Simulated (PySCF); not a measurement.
# C3H5FSeSi: geometry, electronic excitations

Wanted: the electronic excitations of C3H5FSeSi (`F[C@H]1[SiH2]C=C[Se]1`), by calculation.

Computed with PySCF 2.14.0, with density-fitted response routines of our own, on a single molecule in the gas phase. Atoms are numbered from 0 throughout.

### Step 1. The starting structure

11 atoms, charge 0, multiplicity 1; geometry from: GFN2-xTB. The atoms were then displaced at random by about 0.01 Å, so the start is not that level's minimum.

Bonds of the start (Å): F0–C1 1.38, C1–Si2 1.95, Si2–C3 1.82, C3–C4 1.35, C4–Se5 1.88, Se5–C1 1.97, C1–H6 1.11, Si2–H7 1.49, Si2–H8 1.44, C3–H9 1.11, C4–H10 1.09.

### Step 2. Geometry optimisation at PBE0-D3(BJ)/def2-SVP

The job: settings as JSON, then the geometry in Å.

```
{"job": {"xc": "PBE0", "basis": "def2-SVP", "d3": "d3bj", "grid": 1, "shake": 0.01, "kind": "geom"}, "charge": 0, "multiplicity": 1}
F      1.441420    -1.150650    -1.599920
C      1.254870    -0.665060    -0.321820
Si     0.392540     1.081300    -0.342930
C     -1.219580     0.541060     0.316880
C     -1.364810    -0.734430     0.720020
Se     0.086880    -1.923890     0.642700
H      2.259450    -0.707520     0.144830
H      1.162590     1.956230     0.586260
H      0.414160     1.552570    -1.699550
H     -2.115180     1.186800     0.388080
H     -2.274230    -1.162230     1.149770
```

Command:

```bash
$ OMP_NUM_THREADS=1 python probes_run.py task.json out
```

One launch serves the whole session: the jobs run in the order shown.

Log:

```text
step   0  E = -2906.99824626  max force = 0.031826
step   1  E = -2907.00279749  max force = 0.006935
step   2  E = -2907.00312185  max force = 0.002530
step   3  E = -2907.00316230  max force = 0.001416
step   4  E = -2907.00320789  max force = 0.000274
step   5  E = -2907.00321782  max force = 0.000269
optimisation converged
```

Wall time 60 s (1 thread of Intel Xeon Platinum 8259CL at 2.50GHz, shared host); peak memory 0.53 GiB.

Step by step:

| step | energy from step 0 (eV) | largest force component (eV/Å) |
| --- | --- | --- |
| 0 | 0.0000 | 1.6366 |
| 1 | -0.1238 | 0.3566 |
| 2 | -0.1327 | 0.1301 |
| 3 | -0.1338 | 0.0728 |
| 4 | -0.1350 | 0.0141 |
| 5 | -0.1353 | 0.0138 |

Distances of close pairs at the start and the end, largest changes first:

```
  bond  before (Å)  after (Å)  change (Å)
Si2–H8       1.436      1.491      +0.055
Si2–C3       1.824      1.858      +0.035
C1–Si2       1.948      1.921      -0.027
C4–Se5       1.878      1.901      +0.023
 C3–H9       1.106      1.094      -0.012
C1–Se5       1.970      1.958      -0.011
 C1–H6       1.108      1.102      -0.007
Si2–H7       1.491      1.496      +0.005
```

The next job starts from the end point, and lists it.

```
                         at the end point                value
  point group (found at 0.08 Å tolerance)                   C1
rotational constants (GHz, main isotopes)  2.656, 1.793, 1.209
                        dipole moment (D)                 1.61
```

### Step 3. Ultraviolet spectrum: PBE0/aug-cc-pVDZ

The job: settings as JSON, then the geometry in Å.

```
{"job": {"kind": "uv", "xc": "PBE0", "basis": "aug-cc-pVDZ"}, "charge": 0, "multiplicity": 1}
F      1.100056    -1.331339    -1.680486
C      1.184231    -0.798926    -0.415338
Si     0.469186     0.984049    -0.391498
C     -1.207432     0.640627     0.332983
C     -1.321488    -0.579916     0.879482
Se     0.104590    -1.836490     0.846427
H      2.227887    -0.878372    -0.070842
H      1.303611     1.855250     0.492780
H      0.467245     1.539830    -1.774999
H     -2.054044     1.332086     0.376717
H     -2.221441    -0.937877     1.393110
```

Method: TDDFT PBE0/aug-cc-pVDZ, vertical, gas phase, core orbitals frozen in the response.

Log:

```text
coarse grid: 46944 points
cycle   1  E = -2907.4955093710  dE = -1.723e-01  |g| = 4.662e-01  |ddm| = 7.795e+00
cycle   2  E = -2907.4457043748  dE =  4.980e-02  |g| = 6.994e-01  |ddm| = 1.909e+00
cycle   3  E = -2907.5401237543  dE = -9.442e-02  |g| = 5.925e-02  |ddm| = 1.016e+00
cycle   4  E = -2907.5408637166  dE = -7.400e-04  |g| = 2.718e-02  |ddm| = 1.744e-01
cycle   5  E = -2907.5410569050  dE = -1.932e-04  |g| = 1.083e-02  |ddm| = 7.636e-02
cycle   6  E = -2907.5410868712  dE = -2.997e-05  |g| = 3.278e-03  |ddm| = 2.217e-02
cycle   7  E = -2907.5410894970  dE = -2.626e-06  |g| = 5.200e-04  |ddm| = 6.533e-03
final grid: 97088 points
cycle   8  E = -2907.5411141837  dE =  4.369e-08  |g| = 7.586e-04  |ddm| = 9.561e-03
cycle   9  E = -2907.5411139177  dE =  2.660e-07  |g| = 1.215e-03  |ddm| = 4.363e-03
cycle  10  E = -2907.5411143579  dE = -4.402e-07  |g| = 8.650e-05  |ddm| = 2.670e-03
cycle  11  E = -2907.5411143598  dE = -1.955e-09  |g| = 2.194e-05  |ddm| = 1.780e-04
cycle  12  E = -2907.5411143599  dE = -1.228e-10  |g| = 3.732e-06  |ddm| = 4.634e-05
converged SCF energy = -2907.5411143599

Static polarisability (au): isotropic 88.871, principal 69.309 89.369 107.935

Singlet excitations
state   eV       nm        f      main configurations
  1   4.6348    267.5   0.01220   H->L+1 0.69, H->L 0.27
  2   4.7166    262.9   0.06249   H->L 0.69, H->L+1 0.26
  3   5.4791    226.3   0.01233   H->L+2 0.94
  4   5.8766    211.0   0.00286   H->L+3 0.82, H->L+5 0.11
  5   6.0123    206.2   0.03156   H->L+4 0.52, H->L+5 0.34
  6   6.1780    200.7   0.00286   H->L+4 0.40, H->L+5 0.29, H->L+6 0.12
  7   6.2650    197.9   0.00589   H-1->L 0.92
  8   6.2939    197.0   0.00325   H->L+6 0.76, H->L+5 0.10
  9   6.4510    192.2   0.01419   H->L+7 0.51, H->L+8 0.25, H->L+5 0.09
 10   6.6083    187.6   0.00296   H->L+8 0.31, H->L+7 0.28, H-1->L+1 0.27

Triplet excitations (Tamm-Dancoff, eV): 3.4920 4.2550 5.3938 5.4655
```

It took 38 s on 1 thread of Intel Xeon Platinum 8259CL at 2.50GHz, shared host; peak memory 0.8 GiB.

The orbitals next to the gap, with their largest atomic shares:

| orbital | eV | atoms |
| --- | --- | --- |
| HOMO−3 | -9.19 | C3 29 %, C4 19 %, Si2 14 % |
| HOMO−2 | -8.95 | C4 27 %, Se5 20 %, C3 20 % |
| HOMO−1 | -8.42 | Se5 30 %, C1 28 %, F0 16 % |
| HOMO | -6.54 | Se5 56 %, C3 19 %, C4 13 % |
| LUMO | -0.86 | C4 33 %, C3 26 %, Si2 13 % |
| LUMO+1 | -0.47 | Se5 45 %, Si2 16 %, C1 15 % |
| LUMO+2 | -0.08 | H10 19 %, H9 17 %, H6 16 % |

With each of the 10 states as a Gaussian band of 0.4 eV half-width at 1/e, the curve within the window shown has maxima at 263 nm (ε 3,000), 202 nm (ε 2,100) L/(mol cm). Beyond the last state computed it falls off for lack of states. The curve at chosen wavelengths:

```
 nm  ε (L/mol/cm)
179           267
184           657
189          1174
194          1666
199          1989
204          2039
209          1822
215          1397
220          1080
225           869
230           781
235           853
240          1126
245          1590
250          2154
255          2662
260          2968
265          2995
270          2756
276          2237
281          1734
286          1259
291           863
296           561
301           349
306           208
```

Further results of this job:

```
           property  computed
  dipole moment (D)      1.69
polarisability (Å³)     13.17
 HOMO–LUMO gap (eV)      5.69
      −ε(HOMO) (eV)      6.54
```

### Step 4. Excited states and response: PBE0/def2-TZVPD

The job, as its differences from that of step 3:

```diff
@@ -1,2 +1,2 @@
-{"job": {"kind": "uv", "xc": "PBE0", "basis": "aug-cc-pVDZ"}, "charge": 0, "multiplicity": 1}
+{"job": {"kind": "uv", "xc": "PBE0", "basis": "def2-TZVPD"}, "charge": 0, "multiplicity": 1}
 F      1.100056    -1.331339    -1.680486
```

With the program's defaults for keys left out, this is: TDDFT PBE0/def2-TZVPD, vertical, gas phase, core orbitals frozen in the response.

Log:

```text
coarse grid: 46944 points
cycle   1  E = -2907.5860313327  dE = -2.232e-01  |g| = 5.895e-01  |ddm| = 3.347e+00
cycle   2  E = -2907.5220746116  dE =  6.396e-02  |g| = 8.341e-01  |ddm| = 1.075e+00
cycle   3  E = -2907.6396210957  dE = -1.175e-01  |g| = 1.032e-01  |ddm| = 5.665e-01
cycle   4  E = -2907.6415448074  dE = -1.924e-03  |g| = 2.762e-02  |ddm| = 1.398e-01
cycle   5  E = -2907.6416661926  dE = -1.214e-04  |g| = 1.838e-02  |ddm| = 4.591e-02
cycle   6  E = -2907.6417520158  dE = -8.582e-05  |g| = 3.059e-03  |ddm| = 1.711e-02
cycle   7  E = -2907.6417541687  dE = -2.153e-06  |g| = 8.485e-04  |ddm| = 3.719e-03
final grid: 97088 points
cycle   8  E = -2907.6417854304  dE =  1.688e-07  |g| = 1.257e-03  |ddm| = 1.408e-02
cycle   9  E = -2907.6417847170  dE =  7.134e-07  |g| = 2.063e-03  |ddm| = 3.017e-03
cycle  10  E = -2907.6417858369  dE = -1.120e-06  |g| = 1.950e-04  |ddm| = 1.832e-03
cycle  11  E = -2907.6417858443  dE = -7.429e-09  |g| = 3.847e-05  |ddm| = 2.106e-04
cycle  12  E = -2907.6417858447  dE = -3.338e-10  |g| = 5.535e-06  |ddm| = 3.703e-05
converged SCF energy = -2907.6417858447

Static polarisability (au): isotropic 88.938, principal 69.300 89.705 107.809

Singlet excitations
state   eV       nm        f      main configurations
  1   4.6194    268.4   0.02209   H->L+1 0.54, H->L 0.43
  2   4.6920    264.2   0.05088   H->L 0.54, H->L+1 0.41
  3   5.6651    218.9   0.01882   H->L+2 0.97
  4   5.9211    209.4   0.00092   H->L+3 0.91
  5   6.1461    201.7   0.01536   H->L+4 0.90
  6   6.1923    200.2   0.00353   H-1->L 0.96
  7   6.3335    195.8   0.02401   H->L+5 0.72, H->L+6 0.10, H->L+7 0.09
  8   6.3996    193.7   0.00451   H->L+6 0.70, H->L+7 0.13, H-1->L+1 0.10
  9   6.5779    188.5   0.00532   H->L+7 0.33, H-3->L 0.22, H->L+5 0.13
 10   6.6078    187.6   0.00455   H-3->L 0.28, H-2->L 0.24, H-1->L+1 0.21

Triplet excitations (Tamm-Dancoff, eV): 3.4618 4.2378 5.4434 5.5647
```

It took 65 s on 1 thread of Intel Xeon Platinum 8259CL at 2.50GHz, shared host; peak memory 1.1 GiB.

Key values: HOMO -6.57 eV, LUMO -0.90 eV; lowest singlet 4.62 eV.

### Step 5. Comparing the runs: electronic excitations

Excitations and ground-state properties, with basis size and wall time:

```
             run  lowest singlet (eV)  brightest (eV)      f  gap (eV)  α (Å³)  μ (D)  functions  time
PBE0/aug-cc-pVDZ                 4.63            4.72  0.062      5.69   13.17   1.69        200  38 s
 PBE0/def2-TZVPD                 4.62            4.69  0.051      5.66   13.18   1.66        296  65 s
```

### Step 6. Summary of results

| quantity | value |
| --- | --- |
| point group | C1 |
| rotational constants (main isotopes) | 2.66, 1.79, 1.21 GHz |
| lowest singlet (PBE0/aug-cc-pVDZ) | 4.63 eV (268 nm), f = 0.012 |
| brightest single state of those computed | state 2, 4.72 eV, f = 0.062 |
| lowest triplet | 3.49 eV |
| range of the lowest singlet | 4.62 to 4.63 eV |

What this shows: The start of the PBE0/def2-SVP relaxation was shaken at random by about 0.01 Å, so part of the energy gained, and of the first lengths quoted, undoes that. Over 5 steps the energy fell by 0.135 eV; of the close pairs, Si2–H8 changed most, 1.436 to 1.491 Å. No frequency check was run at this level, so the end point may be a saddle. The lowest singlet, at 4.63 eV, is HOMO→LUMO+1 0.69, HOMO→LUMO 0.27 and is weak; of the 10 states computed, the strongest absorption comes from state 2 at 4.72 eV. The lowest triplet lies 1.14 eV below the lowest singlet (triplets in Tamm-Dancoff, singlets in full TDDFT). The lowest singlet runs from 4.62 eV (PBE0/def2-TZVPD) to 4.63 eV (PBE0/aug-cc-pVDZ), while the orbital gap spans 5.66 to 5.69 eV. The lowest state need not be the same one in every run.
